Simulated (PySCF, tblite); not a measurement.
# GaH₄O₂P, a small molecule taken as a stand-in for a surface group (gallium hydroxide): NMR shifts, core binding energies and electronic excitations

Wanted: the NMR shifts, core binding energies and electronic excitations for `[OH][Ga]([OH])[PH2]`.

Computed with tblite 0.8.0 and PySCF 2.14.0; each step states its level. No surroundings beyond the atoms listed, unless a continuum is named. Atoms count from 0, parts from 1.

## 1. Starting point

8 atoms, charge 0, multiplicity 1; geometry: distance geometry start.

## 2. Geometry optimisation with GFN2-xTB

Job settings and geometry (Å):

```
{"job": {"kind": "relax", "xc": "GFN2-xTB", "basis": "xTB"}, "charge": 0, "multiplicity": 1}
O     -1.393331    -1.693713     1.211790
Ga    -1.395739    -0.252108     0.016944
O     -2.190801     1.335314     0.643282
P      0.494206    -0.020183    -1.253248
H     -0.665309    -1.935056     1.798477
H     -1.732854     1.992953     1.175953
H      0.468358     1.008707    -2.182822
H      1.706278    -0.214961    -0.617156
```

With the program's defaults for keys left out, this is: GFN2-xTB geometry optimisation, gas phase.

Command:

```sh
> OMP_NUM_THREADS=1 python cluster_run.py task.json out
```

The driver reads the jobs from task.json and runs them one after another.

What it wrote:

```text
step      E/eV     max force
  0    -378.41965    2.763
  1    -378.65802    2.704
  2    -379.30118    1.614
  3    -379.50319    2.046
  4    -379.58626    1.640
  5    -379.80339    0.610
  6    -379.82509    0.676
  7    -379.84703    0.580
  8    -379.87987    0.445
  9    -379.90351    0.471
 10    -379.91964    0.451
 11    -379.93357    0.325
 12    -379.94560    0.330
 13    -379.95890    0.437
 14    -379.97637    0.530
 15    -379.99219    0.436
 16    -380.00007    0.762
 17    -380.02174    0.432
 18    -380.03594    0.478
 19    -380.05577    1.722
 20    -380.08671    0.551
 21    -380.11038    0.323
 22    -380.12291    0.747
 23    -380.13102    0.507
 24    -380.14366    0.258
 25    -380.15669    0.267
 26    -380.17740    0.587
 27    -380.18636    0.580
 28    -380.19196    0.172
 29    -380.19291    0.078
 30    -380.19347    0.095
 31    -380.19484    0.122
 32    -380.19608    0.132
 33    -380.19894    0.185
 34    -380.20166    0.165
 35    -380.20368    0.097
 36    -380.20476    0.078
 37    -380.20549    0.096
 38    -380.20645    0.117
 39    -380.20781    0.145
 40    -380.20924    0.165
 41    -380.21045    0.128
 42    -380.21127    0.064
 43    -380.21161    0.042
 44    -380.21177    0.041
 45    -380.21194    0.049
 46    -380.21224    0.061
 47    -380.21272    0.090
 48    -380.21328    0.101
 49    -380.21376    0.069
 50    -380.21395    0.027
 51    -380.21400    0.014
 52    -380.21402    0.014
 53    -380.21406    0.020
 54    -380.21411    0.031
 55    -380.21419    0.041
 56    -380.21428    0.036
 57    -380.21434    0.018
 58    -380.21435    0.008
 59    -380.21436    0.009
 60    -380.21437    0.008
 61    -380.21438    0.008
 62    -380.21439    0.009
 63    -380.21441    0.006
```

Run time: 0.74 s. Hardware: 1 thread of Arm Neoverse N1, shared host.

Relaxation path:

| step | energy from step 0 (eV) | largest force (eV/Å) |
| --- | --- | --- |
| 0 | 0.0000 | 2.7630 |
| 2 | -0.8815 | 1.6140 |
| 4 | -1.1666 | 1.6410 |
| 6 | -1.4054 | 0.6760 |
| 8 | -1.4602 | 0.4459 |
| 10 | -1.5000 | 0.4508 |
| 12 | -1.5260 | 0.3296 |
| 14 | -1.5567 | 0.5303 |
| 16 | -1.5804 | 0.7624 |
| 18 | -1.6163 | 0.4783 |
| 20 | -1.6671 | 0.5511 |
| 22 | -1.7033 | 0.7466 |
| 24 | -1.7240 | 0.2574 |
| 26 | -1.7577 | 0.5864 |
| 28 | -1.7723 | 0.1717 |
| 30 | -1.7738 | 0.0952 |
| 32 | -1.7764 | 0.1319 |
| 34 | -1.7820 | 0.1645 |
| 36 | -1.7851 | 0.0775 |
| 38 | -1.7868 | 0.1166 |
| 40 | -1.7896 | 0.1653 |
| 42 | -1.7916 | 0.0644 |
| 44 | -1.7921 | 0.0420 |
| 46 | -1.7926 | 0.0616 |
| 48 | -1.7936 | 0.1013 |
| 50 | -1.7943 | 0.0272 |
| 52 | -1.7944 | 0.0135 |
| 54 | -1.7945 | 0.0317 |
| 56 | -1.7946 | 0.0362 |
| 58 | -1.7947 | 0.0083 |
| 60 | -1.7947 | 0.0088 |
| 62 | -1.7947 | 0.0088 |
| 63 | -1.7948 | 0.0067 |

Close pairs (by a distance rule), those that changed most:

| bond | before (Å) | after (Å) | change (Å) |
| --- | --- | --- | --- |
| Ga1–O2 | 1.883 | 1.757 | -0.126 |
| O0–Ga1 | 1.872 | 1.760 | -0.113 |
| Ga1–P3 | 2.289 | 2.330 | +0.041 |
| P3–H7 | 1.383 | 1.403 | +0.020 |
| O0–H4 | 0.966 | 0.953 | -0.013 |
| P3–H6 | 1.387 | 1.395 | +0.008 |
| O2–H5 | 0.962 | 0.956 | -0.006 |

## 3. Relaxing the molecule at PBE0-D3(BJ)/def2-SVP

Job settings and geometry (Å):

```
{"job": {"xc": "PBE0", "basis": "def2-SVP", "d3": "d3bj", "grid": 2, "kind": "geom", "shake": 0.01}, "charge": 0, "multiplicity": 1}
O     -0.668263    -1.273150     1.398711
Ga    -0.315045    -0.079970     0.135667
O     -1.157590     1.450087     0.386257
P      1.124308    -0.369306    -1.704300
H     -0.433302    -2.163034     1.507162
H     -1.725628     1.574119     1.140488
H      0.992162     0.984802    -1.999211
H      2.229434    -0.152101    -0.892675
```

What it wrote:

```text
step   0  E = -2418.11261783  max force = 0.038756
step   1  E = -2418.11811522  max force = 0.005434
step   2  E = -2418.11859263  max force = 0.003531
step   3  E = -2418.11882827  max force = 0.001262
step   4  E = -2418.11887824  max force = 0.000721
step   5  E = -2418.11894973  max force = 0.001126
step   6  E = -2418.11903502  max force = 0.001446
step   7  E = -2418.11912465  max force = 0.001599
step   8  E = -2418.11918761  max force = 0.001156
step   9  E = -2418.11923244  max force = 0.000589
step  10  E = -2418.11926060  max force = 0.000733
step  11  E = -2418.11927995  max force = 0.000491
step  12  E = -2418.11928533  max force = 0.000161
optimisation converged
```

It took 97 s on 1 thread of Arm Neoverse N1, shared host; peak memory 0.5 GiB.

The steps of the relaxation:

| step | energy from step 0 (eV) | largest force component (eV/Å) |
| --- | --- | --- |
| 0 | 0.0000 | 1.9929 |
| 1 | -0.1496 | 0.2794 |
| 2 | -0.1626 | 0.1816 |
| 3 | -0.1690 | 0.0649 |
| 4 | -0.1704 | 0.0371 |
| 5 | -0.1723 | 0.0579 |
| 6 | -0.1746 | 0.0744 |
| 7 | -0.1771 | 0.0822 |
| 8 | -0.1788 | 0.0594 |
| 9 | -0.1800 | 0.0303 |
| 10 | -0.1808 | 0.0377 |
| 11 | -0.1813 | 0.0252 |
| 12 | -0.1814 | 0.0083 |

Distances of close pairs at the start and the end, largest changes first:

| bond | before (Å) | after (Å) | change (Å) |
| --- | --- | --- | --- |
| Ga1–P3 | 2.354 | 2.303 | -0.050 |
| P3–H7 | 1.388 | 1.430 | +0.042 |
| P3–H6 | 1.392 | 1.429 | +0.036 |
| O0–H4 | 0.927 | 0.962 | +0.035 |
| Ga1–O2 | 1.765 | 1.780 | +0.015 |
| O0–Ga1 | 1.773 | 1.787 | +0.014 |
| O2–H5 | 0.952 | 0.964 | +0.011 |

The final coordinates are the input of the step that follows.

| at the end point | value |
| --- | --- |
| point group (found at 0.08 Å tolerance) | C1 |
| rotational constants (GHz, main isotopes) | 6.169, 2.537, 1.821 |
| dipole moment (D) | 1.82 |

## 4. NMR shieldings: PBE0/pcSseg-2

Job settings and geometry (Å):

```
{"job": {"kind": "nmr", "xc": "PBE0", "basis": "pcSseg-2"}, "charge": 0, "multiplicity": 1}
O     -0.603566    -1.072973     1.519802
Ga    -0.364753     0.032211     0.136266
O     -1.302148     1.538808     0.273846
P      0.888233    -0.350473    -1.758364
H     -0.115663    -1.901008     1.479327
H     -1.824155     1.581621     1.082790
H      1.370509     0.994191    -1.754206
H      1.997473    -0.850857    -1.007442
```

Method: GIAO PBE0/pcSseg-2 NMR shielding, non-relativistic, gas phase.

What it wrote:

```text
coarse grid: 34080 points
cycle   1  E = -2418.4360908291  dE = -2.594e-01  |g| = 1.548e+00  |ddm| = 2.094e+00
cycle   2  E = -2417.5822038951  dE =  8.539e-01  |g| = 2.711e+00  |ddm| = 1.672e+00
cycle   3  E = -2418.7050506390  dE = -1.123e+00  |g| = 2.738e-01  |ddm| = 1.301e+00
cycle   4  E = -2418.7180935930  dE = -1.304e-02  |g| = 1.521e-01  |ddm| = 2.093e-01
cycle   5  E = -2418.7204556117  dE = -2.362e-03  |g| = 2.220e-02  |ddm| = 6.015e-02
cycle   6  E = -2418.7205235200  dE = -6.791e-05  |g| = 8.424e-03  |ddm| = 1.884e-02
cycle   7  E = -2418.7205345628  dE = -1.104e-05  |g| = 3.543e-03  |ddm| = 5.469e-03
cycle   8  E = -2418.7205367220  dE = -2.159e-06  |g| = 8.226e-04  |ddm| = 2.067e-03
final grid: 69120 points
cycle   9  E = -2418.7205064026  dE =  1.071e-07  |g| = 1.328e-03  |ddm| = 1.997e-03
cycle  10  E = -2418.7205056272  dE =  7.754e-07  |g| = 2.457e-03  |ddm| = 1.818e-03
cycle  11  E = -2418.7205067322  dE = -1.105e-06  |g| = 1.302e-04  |ddm| = 1.118e-03
cycle  12  E = -2418.7205067361  dE = -3.944e-09  |g| = 1.180e-05  |ddm| = 1.260e-04
cycle  13  E = -2418.7205067361  dE = -1.182e-11  |g| = 7.147e-06  |ddm| = 1.277e-05
converged SCF energy = -2418.7205067361

GIAO shielding tensors (ppm)
atom      isotropic    diamagn.    paramagn.     s11        s22        s33       span
  0 O      235.959     384.048    -148.088    120.128    277.139    310.610    190.482
  1 Ga    1367.332    2642.813   -1275.481   1199.209   1334.450   1568.335    369.126
  2 O      261.195     383.862    -122.667    166.466    290.470    326.649    160.184
  3 P      628.166     965.147    -336.981    557.573    635.207    691.719    134.146
  4 H       28.955      32.459      -3.504     21.722     24.329     40.812     19.090
  5 H       29.296      31.456      -2.159     21.248     23.253     43.389     22.141
  6 H       29.662      28.409       1.253     23.965     26.961     38.059     14.094
  7 H       30.097      28.960       1.137     24.634     27.146     38.511     13.877
```

Run time: 50 s. Hardware: 1 thread of Arm Neoverse N1, shared host; peak memory 0.93 GiB.

The references, computed at this level on geometries of the same kind, shield at (ppm): 1H TMS 31.25, 17O H2O 328.2, 31P H3PO4 296.6, 71Ga GaH4- 1718. Their shielding less the atom's gives the shift. The references are single molecules in the gas phase, so shifts against H2O, NH3, PH3, H3PO4 or CFCl3 are not on the usual liquid scales and can be off by tens of ppm. Shifts against hydride references such as AlH4− lie on their own scale.

| atoms | environment | σ (ppm) | δ (ppm) |
| --- | --- | --- | --- |
| H4 | hydrogen on an oxygen bonded to Ga | 28.95 | 2.29 |
| H5 | hydrogen on an oxygen bonded to Ga | 29.30 | 1.95 |
| H6 | hydrogen on a phosphorus bonded to Ga | 29.66 | 1.58 |
| H7 | hydrogen on a phosphorus bonded to Ga | 30.10 | 1.15 |
| O0 | oxygen bonded to Ga, H | 236.0 | 92.2 |
| O2 | oxygen bonded to Ga, H | 261.2 | 67.0 |
| Ga1 | Ga bonded to 2 O, P | 1367 | 350 |
| P3 | phosphorus bonded to Ga, 2 H | 628.2 | -331.6 |

Charges from the same density, by scheme (e):

| atoms | Mulliken | IAO | Hirshfeld | ESP fit |
| --- | --- | --- | --- | --- |
| O0 | -0.56 | -0.78 | -0.38 | -0.74 |
| Ga1 | 0.69 | 0.93 | 0.53 | 0.81 |
| O2 | -0.57 | -0.78 | -0.38 | -0.75 |
| P3 | 0.04 | -0.13 | -0.03 | -0.25 |

Mayer bond orders: O0–Ga1 0.98, Ga1–O2 1.01, Ga1–P3 1.08.

Orbitals, density, ELF and potential are computed afterwards from the orbital file.

Frontier orbitals at PBE0/pcSseg-2, with the share of their density that lies nearest to each atom:

| orbital | energy (eV) | lies on |
| --- | --- | --- |
| HOMO | -7.86 | P3 57 %; Ga1 13 %; O0 9 % |
| LUMO | -0.80 | Ga1 28 %; P3 18 %; O0 12 % |

ELF in a plane through or near 7 of the atoms.

Ten even steps from '0' (0.00) to '9' (1.00):
```
0000000000000000000000000000
0000000000000000000000000000
0000000000000000000000000000
0000000000122100000000000000
0000000012688510000000000000
0000002356899710000111000000
0000014688587400004787300000
0000004687276311128999840000
0000001367762112449999840000
0000000000126722766898520000
0000000001127722762244310000
0000137766741113568987310000
0000159997685211379999520000
0000137877686200169999510000
0000002357885200038997200000
0000000024552000001110000000
0000000001110000000000000000
0000000000000000000000000000
0000000000000000000000000000
0000000000000000000000000000
```
The map spans 9.8 Å across and 9.7 Å up, centred on the molecule. Atoms in the plane (x, y in Å): O0 (-1.3, 1.4), Ga1 (-0.4, -0.1), O2 (-1.3, -1.5), H4 (-0.8, 2.3), H5 (-2.3, -1.3), H6 (2.0, -1.3), H7 (2.2, 0.8).

On the surface of density 0.002 e/bohr³ the electrostatic potential runs, from the 1st to the 99th percentile, from -1.53 V near O2 to 2.27 V near H4.

## 5. Core holes by ΔSCF: SCAN, X2C

Same as in step 4 but for these lines:

```diff
@@ -1,2 +1,2 @@
-{"job": {"kind": "nmr", "xc": "PBE0", "basis": "pcSseg-2"}, "charge": 0, "multiplicity": 1}
+{"job": {"kind": "xps", "holes": 5}, "charge": 0, "multiplicity": 1}
 O     -0.603566    -1.072973     1.519802
```

With the program's defaults for keys left out, this is: delta-SCF UKS SCAN, pcX-2 on the ionised atom, pcseg-1 elsewhere, spin-free X2C.

What it wrote:

```text
ground state, core basis on atom 0 (O), 124 functions
  cycle   1  E = -2434.53178269  |g| = 1.14e+00
  cycle   2  E = -2433.08604532  |g| = 2.75e+00
  cycle   3  E = -2434.75113034  |g| = 2.94e-01
  cycle   4  E = -2434.76354138  |g| = 2.50e-01
  cycle   5  E = -2434.77610890  |g| = 6.89e-02
  cycle   6  E = -2434.77722270  |g| = 2.09e-02
  cycle   7  E = -2434.77733563  |g| = 5.94e-03
  cycle   8  E = -2434.77734768  |g| = 1.26e-03
  cycle   9  E = -2434.77735012  |g| = 3.10e-04
  E(ground) = -2435.06070775 Eh
hole in O 1s of atom 0
  cycle   1  E = -2414.17892525  |g| = 2.22e+00
  cycle   2  E = -2412.24540105  |g| = 2.59e+00
  cycle   3  E = -2414.66828361  |g| = 7.73e-01
  cycle   4  E = -2414.81210268  |g| = 6.50e-01
  cycle   5  E = -2414.97570597  |g| = 2.78e-01
  cycle   6  E = -2415.00764266  |g| = 9.83e-02
  cycle   7  E = -2415.01374497  |g| = 2.23e-02
  cycle   8  E = -2415.01412515  |g| = 5.71e-03
  cycle   9  E = -2415.01415030  |g| = 1.52e-03
  cycle  10  E = -2415.01415299  |g| = 5.02e-04
  cycle  11  E = -2415.01415282  |g| = 1.93e-04
  E(ion) = -2415.29885651 Eh   <S^2> = 0.7631   hole on atom = 1.000   binding energy = 537.747 eV
ground state, core basis on atom 2 (O), 124 functions
  cycle   1  E = -2434.77681007  |g| = 1.28e-01
  cycle   2  E = -2434.76984200  |g| = 2.09e-01
  cycle   3  E = -2434.77796865  |g| = 4.80e-02
  cycle   4  E = -2434.77838601  |g| = 1.25e-02
  cycle   5  E = -2434.77842063  |g| = 3.61e-03
  cycle   6  E = -2434.77842306  |g| = 7.90e-04
  cycle   7  E = -2434.77841976  |g| = 9.71e-05
  E(ground) = -2435.06094097 Eh
hole in O 1s of atom 2
  cycle   1  E = -2414.18597654  |g| = 2.22e+00
  cycle   2  E = -2412.66993739  |g| = 2.49e+00
  cycle   3  E = -2414.77858554  |g| = 6.26e-01
  cycle   4  E = -2414.87883404  |g| = 4.18e-01
  cycle   5  E = -2415.00734359  |g| = 1.18e-01
  cycle   6  E = -2415.01643307  |g| = 2.53e-02
  cycle   7  E = -2415.01676584  |g| = 1.47e-02
  cycle   8  E = -2415.01686393  |g| = 8.96e-03
  cycle   9  E = -2415.01690044  |g| = 1.69e-03
  cycle  10  E = -2415.01690116  |g| = 5.44e-04
  cycle  11  E = -2415.01690053  |g| = 1.58e-04
  E(ion) = -2415.30069876 Eh   <S^2> = 0.7630   hole on atom = 1.000   binding energy = 537.704 eV
ground state, core basis on atom 3 (P), 135 functions
  cycle   1  E = -2434.85839964  |g| = 3.47e-01
  cycle   2  E = -2434.85496065  |g| = 1.51e-01
  cycle   3  E = -2434.84721751  |g| = 2.47e-01
  cycle   4  E = -2434.85952339  |g| = 2.11e-02
  cycle   5  E = -2434.85964298  |g| = 5.05e-03
  cycle   6  E = -2434.85964419  |g| = 2.79e-03
  cycle   7  E = -2434.85964586  |g| = 4.12e-04
  E(ground) = -2435.11533624 Eh
hole in P 2p of atom 3
  cycle   1  E = -2429.42373916  |g| = 1.38e+00
  cycle   2  E = -2427.07968730  |g| = 2.00e+00
  cycle   3  E = -2429.08044826  |g| = 1.21e+00
  cycle   4  E = -2429.77908561  |g| = 2.12e-01
  cycle   5  E = -2429.81261431  |g| = 7.83e-02
  cycle   6  E = -2429.81322797  |g| = 7.76e-02
  cycle   7  E = -2429.81557289  |g| = 2.18e-02
  cycle   8  E = -2429.81577704  |g| = 4.68e-03
  cycle   9  E = -2429.81579098  |g| = 1.59e-03
  cycle  10  E = -2429.81579472  |g| = 4.91e-04
  E(ion) = -2430.08177802 Eh   <S^2> = 0.7537   hole on atom = 1.002   binding energy = 136.970 eV
  2p3/2 = 136.727 eV   2p1/2 = 137.617 eV
```

Run time: 28 s. Hardware: 1 thread of Arm Neoverse N1, shared host; peak memory 0.5 GiB.

Binding energies by hole, beside the orbital energy of the ground state; the difference holds orbital relaxation and, for a density functional, its self-interaction error:

| hole | stands for | environment | ΔSCF (eV; 2p as the shell's mean) | −ε (eV) | ⟨S²⟩ |
| --- | --- | --- | --- | --- | --- |
| O1s on O0 | O0 | oxygen bonded to Ga, H | 537.75 | 516.5 | 0.763 |
| O1s on O2 | O2 | oxygen bonded to Ga, H | 537.70 | 516.3 | 0.763 |
| P2p on P3 | P3 | phosphorus bonded to Ga, 2 H | 137.02 | 126.1 | 0.754 |

With the spin-orbit splitting: P3 2p3/2 136.73, 2p1/2 137.62 eV. The table gives each 2p level as the mean over the whole 2p shell (two parts 2p3/2, one part 2p1/2), which differs a little from the single hole in the log.

## 6. Ultraviolet spectrum: CAM-B3LYP/def2-SVPD

Same as in step 5 but for these lines:

```diff
@@ -1,2 +1,2 @@
-{"job": {"kind": "xps", "holes": 5}, "charge": 0, "multiplicity": 1}
+{"job": {"kind": "uv", "xc": "CAM-B3LYP", "basis": "def2-SVPD", "nstates": 6, "ntriplets": 2, "ip": true}, "charge": 0, "multiplicity": 1}
 O     -0.603566    -1.072973     1.519802
```

With the program's defaults for keys left out, this is: TDDFT CAM-B3LYP/def2-SVPD, vertical, gas phase, core orbitals frozen in the response.

What it wrote:

```text
coarse grid: 34080 points
cycle   1  E = -2418.5330448124  dE = -2.941e-01  |g| = 1.104e+00  |ddm| = 3.280e+00
cycle   2  E = -2418.2100092434  dE =  3.230e-01  |g| = 1.734e+00  |ddm| = 3.051e+00
cycle   3  E = -2418.7583005798  dE = -5.483e-01  |g| = 7.874e-02  |ddm| = 1.871e+00
cycle   4  E = -2418.7593252985  dE = -1.025e-03  |g| = 5.067e-02  |ddm| = 1.398e-01
cycle   5  E = -2418.7596661089  dE = -3.408e-04  |g| = 8.352e-03  |ddm| = 4.429e-02
cycle   6  E = -2418.7596804146  dE = -1.431e-05  |g| = 3.771e-03  |ddm| = 1.678e-02
cycle   7  E = -2418.7596833451  dE = -2.931e-06  |g| = 1.569e-03  |ddm| = 5.366e-03
final grid: 69120 points
cycle   8  E = -2418.7596259986  dE =  3.243e-07  |g| = 2.267e-03  |ddm| = 3.859e-03
cycle   9  E = -2418.7596247689  dE =  1.230e-06  |g| = 3.459e-03  |ddm| = 4.851e-03
cycle  10  E = -2418.7596269278  dE = -2.159e-06  |g| = 1.350e-04  |ddm| = 2.926e-03
cycle  11  E = -2418.7596269304  dE = -2.658e-09  |g| = 2.400e-05  |ddm| = 1.195e-04
cycle  12  E = -2418.7596269309  dE = -4.961e-10  |g| = 9.269e-06  |ddm| = 1.105e-04
converged SCF energy = -2418.7596269309

Static polarisability (au): isotropic 63.774, principal 50.975 61.204 79.142

Singlet excitations
state   eV       nm        f      main configurations
  1   6.0732    204.1   0.14289   H->L 0.81, H->L+1 0.11
  2   6.4919    191.0   0.10687   H->L+1 0.78, H->L 0.09
  3   6.5271    190.0   0.00423   H->L+2 0.86
  4   6.6940    185.2   0.00060   H-1->L 0.83
  5   7.0918    174.8   0.05159   H-2->L 0.73, H-2->L+1 0.09
  6   7.2273    171.5   0.04303   H->L+3 0.80

Triplet excitations (Tamm-Dancoff, eV): 5.1681 5.7595
Vertical ionisation energy (delta-SCF) = 10.1227 eV
Vertical electron affinity (delta-SCF) = -0.3687 eV
```

Run time: 1.9 min. Hardware: 1 thread of Arm Neoverse N1, shared host; peak memory 0.62 GiB.

The orbitals next to the gap, with their largest atomic shares:

| orbital | eV | atoms |
| --- | --- | --- |
| HOMO−3 | -11.08 | O2 59 %, O0 23 %, Ga1 10 % |
| HOMO−2 | -10.56 | P3 34 %, O0 32 %, Ga1 12 % |
| HOMO−1 | -10.32 | O2 56 %, O0 30 %, Ga1 6 % |
| HOMO | -9.17 | P3 59 %, Ga1 14 %, O0 9 % |
| LUMO | -0.23 | Ga1 56 %, P3 15 %, O0 10 % |
| LUMO+1 | 0.44 | Ga1 47 %, P3 21 %, O0 13 % |
| LUMO+2 | 1.01 | P3 36 %, Ga1 25 %, H7 9 % |

With each of the 6 states as a Gaussian band of 0.4 eV half-width at 1/e, the curve within the window shown has maxima at 199 nm (ε 7,900) L/(mol cm). Beyond the last state computed it falls off for lack of states. The curve at chosen wavelengths:

| nm | ε (L/mol/cm) |
| --- | --- |
| 165 | 1637 |
| 167 | 2334 |
| 170 | 3323 |
| 172 | 3797 |
| 175 | 4135 |
| 177 | 4184 |
| 180 | 4252 |
| 182 | 4431 |
| 185 | 4988 |
| 187 | 5514 |
| 189 | 6092 |
| 192 | 6918 |
| 194 | 7368 |
| 197 | 7808 |
| 199 | 7908 |
| 202 | 7730 |
| 204 | 7384 |
| 206 | 6870 |
| 209 | 5850 |
| 211 | 5070 |
| 214 | 3873 |
| 216 | 3123 |
| 219 | 2146 |
| 221 | 1617 |
| 224 | 1008 |
| 226 | 714 |

Further results of this job:

| property | computed |
| --- | --- |
| dipole moment (D) | 1.94 |
| polarisability (Å³) | 9.45 |
| HOMO–LUMO gap (eV) | 8.94 |
| −ε(HOMO) (eV) | 9.17 |

## 7. Outcome

```
                                 quantity                                             value
                              point group                                                C1
     rotational constants (main isotopes)                              6.17, 2.54, 1.82 GHz
    1H shifts against TMS (PBE0/pcSseg-2)                        2.29, 1.95, 1.58, 1.15 ppm
   17O shifts against H2O (PBE0/pcSseg-2)                                    92.2, 67.0 ppm
71Ga shifts against GaH4- (PBE0/pcSseg-2)                                           350 ppm
 31P shifts against H3PO4 (PBE0/pcSseg-2)                                        -331.6 ppm
    surface potential, 1st and 99th percentile                                -1.53 V and 2.27 V
         O1s binding energies, SCAN/pcX-2                           O0 537.75, O2 537.70 eV
         P2p binding energies, SCAN/pcX-2                                      P3 137.02 eV
     lowest singlet (CAM-B3LYP/def2-SVPD)                       6.07 eV (204 nm), f = 0.143
                           lowest triplet                                           5.17 eV
        vertical ionisation energy (ΔSCF)                                          10.12 eV
        vertical electron affinity (ΔSCF)  -0.37 eV (unbound: the value hangs on the basis)
```

**Reading.** Relaxing lowered the energy by 0.181 eV in 12 steps; the close pair that moved most is Ga1–P3, from 2.354 to 2.303 Å (PBE0/def2-SVP). At PBE0/pcSseg-2: The widest tensor belongs to Ga1: span 369 ppm, with a paramagnetic part of -1275 ppm. By nearest atom (PBE0/pcSseg-2), the HOMO sits on P3 57 %; Ga1 13 % and the LUMO on Ga1 28 %; P3 18 %. The O1s levels computed lie within 0.04 eV of one another, too close to rank. The first singlet state (HOMO→LUMO 0.81, HOMO→LUMO+1 0.11) lies at 6.07 eV and is bright. The lowest triplet lies 0.91 eV below the lowest singlet (triplets in Tamm-Dancoff, singlets in full TDDFT). ΔSCF puts the ionisation energy at 10.12 eV, 0.95 eV above −ε(HOMO). Spin-orbit coupling is left out, which matters for shieldings and couplings at and beside the heavy atoms.
